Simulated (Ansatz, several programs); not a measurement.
Energy against volume for AgLaS₂, ordered on the rocksalt lattice (P4/mmm) with 4 atoms a cell, at fixed shape and fractional coordinates, computed by several methods (PBE and r2SCAN, where shown, with plane waves in Ansatz); the cell shown is that of r2SCAN. With free coordinates or axes held, a curve is too stiff, and on another method's shape its minimum isn't the method's own volume. The symmetry is P4/mmm (No. 123, tetragonal); conventional cell a = 4.130 Å, c = 5.605 Å, 23.90 Å³ an atom. Ag has 6 S at 2.80–2.92 Å; S has 2 Ag at 2.80 Å and 4 La at 2.92 Å; La has 6 S at 2.80–2.92 Å; S has 2 La at 2.80 Å and 4 Ag at 2.92 Å. Values at 0 K without nuclear motion; spin polarisation is off, and the phase may be a hypothetical one. Energies count from each curve's lowest point; fits are third-order Birch-Murnaghan.

```cif
data_structure
_symmetry_space_group_name_H-M 'P4/mmm'
_symmetry_Int_Tables_number 123
_cell_length_a 4.1300
_cell_length_b 4.1300
_cell_length_c 5.6049
_cell_angle_alpha 90.000
_cell_angle_beta 90.000
_cell_angle_gamma 90.000
_cell_volume 95.60
loop_
_atom_site_label
_atom_site_type_symbol
_atom_site_symmetry_multiplicity
_atom_site_Wyckoff_symbol
_atom_site_fract_x
_atom_site_fract_y
_atom_site_fract_z
_atom_site_occupancy
Ag1 Ag 1 a 0.00000 0.00000 0.00000 1
S1 S 1 b 0.00000 0.00000 0.50000 1
La1 La 1 d 0.50000 0.50000 0.50000 1
S2 S 1 c 0.50000 0.50000 0.00000 1
```

**Question.** PBE, on the shape of its own relaxed cell, gives

| V (Å³/atom) | E (meV/atom) |
| --- | --- |
| 22.513 | 20.57 |
| 23.231 | 4.88 |
| 23.950 | 0.00 |
| 24.668 | 4.29 |
| 25.387 | 16.22 |

What equilibrium volume and bulk modulus follow?

**Answer.** V₀ = 23.95 Å³ an atom and B₀ = 68 GPa.

light PBE (260 eV and a coarse mesh), on the shape of the cell shown:
```
V (Å³/atom)  E (meV/atom)
     21.989         53.11
     22.945         31.97
     23.901          0.00
     24.857          0.66
     25.813         26.48
     26.769         34.81
```
The points scatter about the fit by more than 0.3 meV an atom, since at so low a cutoff the number of plane waves jumps with the volume, so no fit is quoted.

**Question.** r2SCAN, on the shape of its own relaxed cell, gives

| V (Å³/atom) | E (meV/atom) |
| --- | --- |
| 22.467 | 20.98 |
| 23.184 | 4.90 |
| 23.901 | 0.00 |
| 24.618 | 4.29 |
| 25.335 | 16.46 |

What equilibrium volume and bulk modulus follow?

**Answer.** V₀ = 23.90 Å³ an atom and B₀ = 69 GPa.
